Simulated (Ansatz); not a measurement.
# Cl8Li8 (1x4x4 LiCl rock-salt block): the cost of one run

Program: Ansatz 0.2.0, Gaussian basis. Level of theory: RKS PBE0-D4/def2-SVP. These are calculated values, not measurements.

Plan: relaxation at PBE0-D4/def2-SVP; a single point at PBE0-D4/def2-TZVP.

1 further run of the same task is left out (set aside as unsound or not needed).

## (1) The starting structure

16 atoms, charge 0, spin multiplicity 1.

Atoms are counted from 1 here; the program's logs count them from 0.

Bond lengths: Li1–Cl2 2.123 Å, Li1–Cl5 2.122 Å, Cl2–Li3 2.231 Å, Cl2–Li6 2.509 Å, Li3–Cl4 2.205 Å, Li3–Cl7 2.416 Å, Cl4–Li8 2.204 Å, Cl5–Li6 2.512 Å, Cl5–Li9 2.228 Å, Li6–Cl7 2.248 Å, Li6–Cl10 2.250 Å, Cl7–Li8 2.416 Å, Cl7–Li11 2.248 Å, Li8–Cl12 2.228 Å, Li9–Cl10 2.417 Å, Li9–Cl13 2.204 Å, Cl10–Li11 2.248 Å, Cl10–Li14 2.415 Å and more. Angles: Cl2–Li1–Cl5 118.2°, Li1–Cl2–Li3 164.5°, Li1–Cl2–Li6 74.4°, Li3–Cl2–Li6 90.1°, Cl2–Li3–Cl4 176.9°, Cl2–Li3–Cl7 90.3°, Cl4–Li3–Cl7 86.6°, Li3–Cl4–Li8 98.9°, Li1–Cl5–Li6 74.4°, Li1–Cl5–Li9 164.5°, Li6–Cl5–Li9 90.1°, Cl2–Li6–Cl5 93.0°, Cl2–Li6–Cl7 87.5°, Cl2–Li6–Cl10 179.4°, Cl5–Li6–Cl7 179.4°, Cl5–Li6–Cl10 87.5°, Cl7–Li6–Cl10 92.0°, Li3–Cl7–Li6 92.1° and more.

The start is a GFN2-xTB geometry.

## (2) Optimising with PBE0-D4/def2-SVP

Input file in.yaml:

```yaml
crystal:
  periodic: [false, false, false]
  atoms:
    - {symbol: Li, position_ang: [-0.003740, -3.095500, -3.098880]}
    - {symbol: Cl, position_ang: [-0.009030, -3.612880, -1.039770]}
    - {symbol: Li, position_ang: [-0.003250, -3.559530, 1.190620]}
    - {symbol: Cl, position_ang: [-0.002960, -3.387040, 3.388620]}
    - {symbol: Cl, position_ang: [-0.000470, -1.037630, -3.614980]}
    - {symbol: Li, position_ang: [-0.001890, -1.104770, -1.103750]}
    - {symbol: Cl, position_ang: [0.008550, -1.144080, 1.144060]}
    - {symbol: Li, position_ang: [0.007320, -1.189410, 3.559270]}
    - {symbol: Li, position_ang: [-0.001710, 1.189330, -3.559930]}
    - {symbol: Cl, position_ang: [-0.011250, 1.144630, -1.143420]}
    - {symbol: Li, position_ang: [0.003260, 1.103360, 1.104340]}
    - {symbol: Cl, position_ang: [0.007080, 1.037980, 3.614670]}
    - {symbol: Cl, position_ang: [-0.000630, 3.386700, -3.389550]}
    - {symbol: Li, position_ang: [-0.002540, 3.558830, -1.191290]}
    - {symbol: Cl, position_ang: [0.003370, 3.613020, 1.040130]}
    - {symbol: Li, position_ang: [0.007910, 3.096980, 3.099870]}
basis:
  gaussian: {orbitals: def2-SVP}
hamiltonian: {xc: pbe0, dispersion: d4}
scf: {lower_state_search: "off"}
output: {orbitals: {seedname: orbitals}}
relax: {f_tol: 0.03, max_steps: 70}
```

On the command line:

```console
$ ansatz run in.yaml --threads 4 --pin off --events-out ev --progress --plain --max-ram 6963MiB
```

Q: Estimate wall time and peak memory on 4 threads of Intel Xeon at 2.70GHz, shared host.

About 3 min, with a peak of 0.93 GiB.
